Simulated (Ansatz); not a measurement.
Run this with the Ansatz DFT code, driven from Python and show what comes out.

Input file `POSCAR_kteo3`:
```text
KTeO3
1.0
   4.11439100    0.00000000    0.00000000
   0.00000000    4.11439100    0.00000000
   0.00000000    0.00000000    4.11439100
K Te O
1 1 3
Direct
   0.00000000    0.00000000    0.00000000
   0.50000000    0.50000000    0.50000000
   0.50000000    0.50000000    0.00000000
   0.50000000    0.00000000    0.50000000
   0.00000000    0.50000000    0.50000000
```

`robust_kteo3.py`
```python
"""Refuse a result for KTeO3 that has doubts or was not closed by its thresholds."""

import warnings

import ansatz as az
from ase.io import read

atoms = read("POSCAR_kteo3", format="vasp")
system = az.Crystal.from_ase(atoms)

calculation = (
    system.calculation()
    .functional(az.Functional.LDA)
    .pseudopotentials("nc")
    .accuracy("low")
    .kpoints(mesh=(5, 5, 5), center="monkhorst-pack")  # the mesh must be finer for metals
    .occupations("fermi_dirac", width=0.15)
    .eigensolver("davidson", mixed_precision=False)
)

with warnings.catch_warnings(record=True) as caught:
    warnings.simplefilter("always")
    done = calculation.forces().stress().run(threads=1)
for item in caught:
    if issubclass(item.category, (az.RunWarning, az.DeckWarning)):
        print(item.category.__name__, "-", str(item.message)[:120])
data = done.report
doubts = data["published_state_doubts"]
if doubts or data.get("closed_by") != "deck_thresholds":
    print("rejected:", doubts, data.get("closed_by"))
else:
    print(f"accepted: F = {data['free_energy_ev']:.5f} eV")
```

```console
$ python robust_kteo3.py
DeckWarning - basis.ecutwfc = 1142.878222 eV, auto-derived from the records' recommended cutoffs: set by O (normal level)
accepted: F = -5006.99896 eV
```

What to keep in mind:
- The settings weren't tested for convergence.
- The cell holds an odd number of electrons and is run without spin, so a magnetic state may lie lower.
- The mesh is modest for a metal, so energies can be off by several to tens of meV an atom and pressures by half a GPa or more; differences at equal mesh fare better.
- The smearing is wide enough that free energy and stress hold a thermal part of the electrons.
- At these settings the cell as given stands under about -8 GPa, so it isn't at this functional's equilibrium volume.
- The structure comes from a database of computed cells and needn't be a stable or known phase.
- Finished in 6.4 s on 1 thread of AMD EPYC 7R43 64-Core Processor (Zen 3), on a shared host, peak memory 0.49 GiB.
